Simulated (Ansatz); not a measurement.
A run of Ansatz 0.2.0:

input

```
crystal:
  lattice:
    - [0.0, 3.03744723, 3.03744723]
    - [3.03744723, 0.0, 3.03744723]
    - [3.03744723, 3.03744723, 0.0]
  atoms:
    - { symbol: Pt, position: [0.0, 0.0, 0.0] }
    - { symbol: Se, position: [0.25, 0.25, 0.25] }
hamiltonian:
  xc: pbe0
  pseudopotentials: { kind: paw }
kpoints:
  mp_grid: { grid: [4, 4, 4] }
scf:
  occupations: { method: fermi_dirac, width: 0.05 }
output:
  forces: true
  stress: true
  eigenvalues: true
  write_density: true
  write_potential: true
  elf: true
  volumetric_format: npy
relax:
  f_tol: 0.01
  max_steps: 40
  cell: { stress_tol: 0.05 }
```

Hardware: 1 × NVIDIA H100 80GB HBM3 with 2 threads of AMD EPYC 7R13 Processor (Zen 3), on a shared host.

How long does it take, and how much memory?

Run time: 36 s on 1 × NVIDIA H100 80GB HBM3 with 2 threads of AMD EPYC 7R13 Processor (Zen 3) (shared host), peak memory 1.9 GiB. Counts: scf iterations 142, plane waves 893, k points 8, bands 21, ion steps 6.
